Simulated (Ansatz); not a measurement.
# GeH₄ + CH₄O: a complex and its separated parts

Aim: how far the complex at one end of a reaction step lies below its separated, relaxed parts, level by level.

Computed with Ansatz 0.2.0, Gaussian basis. Level: PBE0-D4/def2-TZVP structures, single points in def2-TZVPP, no counterpoise correction.

Levels: SPW92, PBE-D4, BLYP-D4, r2SCAN-D4, B97M-V, PBE0-D4, B3LYP-D4, r2SCAN0-D4, BHLYP-D4, CAM-B3LYP-D4, wB97X-V, wB97M-V, B2PLYP, PBE-QIDH, RPA on PBE, Hartree-Fock, MP2, CCSD, CCSD(T).

Cores are frozen in the correlated methods. Filled d shells of the heavier atoms are correlated. B3LYP uses VWN-RPA correlation. B2PLYP carries no dispersion term here.

94 further runs of the same task are left out: 94 set aside as unsound or not needed.

## 1. Where the work starts

The complex: 11 atoms, charge 0, spin multiplicity 1.

Atoms are counted from 1 here; the program's logs count them from 0.

Bond lengths: Ge1–H2 1.536 Å, Ge1–H3 1.532 Å, Ge1–H4 1.540 Å, Ge1–H5 1.532 Å, H6–O7 0.960 Å, O7–C8 1.411 Å, C8–H9 1.096 Å, C8–H10 1.097 Å, C8–H11 1.090 Å. Angles: H2–Ge1–H3 110.2°, H2–Ge1–H4 108.1°, H2–Ge1–H5 110.1°, H3–Ge1–H4 108.8°, H3–Ge1–H5 110.8°, H4–Ge1–H5 108.8°, H6–O7–C8 108.6°, O7–C8–H9 112.2°, O7–C8–H10 112.2°, O7–C8–H11 107.0°, H9–C8–H10 108.9°, H9–C8–H11 108.3°, H10–C8–H11 108.2°.

As a file:

```xyz
11

Ge   -0.54013    1.42595   -1.28896
H     0.71573    1.64248   -0.43138
H    -0.23370    0.46753   -2.44436
H    -0.96189    2.78814   -1.87125
H    -1.68192    0.88484   -0.42210
H     1.32245   -1.33418   -0.24196
O     0.39312   -1.34072   -0.00272
C     0.28632   -1.16774    1.39316
H     0.78148   -1.97286    1.94855
H     0.69478   -0.20517    1.72460
H    -0.77626   -1.18837    1.63653
```

Its parts: GeH₄ holds atoms 1, 2, 3, 4, 5; CH₄O holds atoms 6, 7, 8, 9, 10, 11. Each part counts its atoms afresh in its own runs.

## 2. Relaxing GeH₄ alone

The input, relax-a/in.yaml:

```yaml
crystal:
  periodic: [false, false, false]
  atoms:
    - {symbol: Ge, position_ang: [-0.540129, 1.425945, -1.288959]}
    - {symbol: H, position_ang: [0.715731, 1.642478, -0.431383]}
    - {symbol: H, position_ang: [-0.233699, 0.467532, -2.444364]}
    - {symbol: H, position_ang: [-0.961892, 2.788143, -1.871253]}
    - {symbol: H, position_ang: [-1.681916, 0.884843, -0.422104]}
basis:
  gaussian: {orbitals: def2-TZVP}
hamiltonian: {xc: pbe0, dispersion: d4}
relax: {f_tol: 0.005, max_steps: 200}
```

On the command line:

```console
> ansatz run in.yaml --threads 4 --pin off --events-out ev --progress --plain --max-ram 9574MiB
```

After this run come: Relaxing CH₄O alone; SPW92/def2-TZVPP; PBE-D4/def2-TZVPP; BLYP-D4/def2-TZVPP; r2SCAN-D4/def2-TZVPP; B97M-V/def2-TZVPP; PBE0-D4/def2-TZVPP; B3LYP-D4/def2-TZVPP; r2SCAN0-D4/def2-TZVPP; BHLYP-D4/def2-TZVPP; CAM-B3LYP-D4/def2-TZVPP; wB97X-V/def2-TZVPP; wB97M-V/def2-TZVPP; B2PLYP/def2-TZVPP; PBE-QIDH/def2-TZVPP; RPA on PBE/def2-TZVPP; CCSD(T)/def2-TZVPP; MP2/def2-QZVPP; Vibrations of GeH₄; Vibrations of CH₄O.

Q: Predict the outcome of this session. Wanted: complex less parts, CCSD(T)/def2-TZVPP; with zero-point energy; largest T1 diagnostic.

As calculated:

| quantity | value |
| --- | --- |
| complex less parts, CCSD(T)/def2-TZVPP | -0.105 eV |
| with zero-point energy | -0.067 eV |
| largest T1 diagnostic | 0.012 |

**Reading.** At CCSD(T) the complex lies 0.105 eV below its parts. Among the functionals r2SCAN0-D4 lands nearest to CCSD(T) (0.000 eV) and SPW92 farthest (-0.059 eV). By rung, the mean size of the error is: LDA 0.059, GGA 0.005, meta-GGA 0.007, hybrid 0.004, range-separated hybrid 0.008, double hybrid 0.036 eV. PBE-D4 gives a relative energy 0.009 eV too low, an error of 9 % of the reference. No counterpoise was applied, and triple zeta lacks some correlation, so the CCSD(T) reference has a basis error of its own, and close matches with it are partly luck.
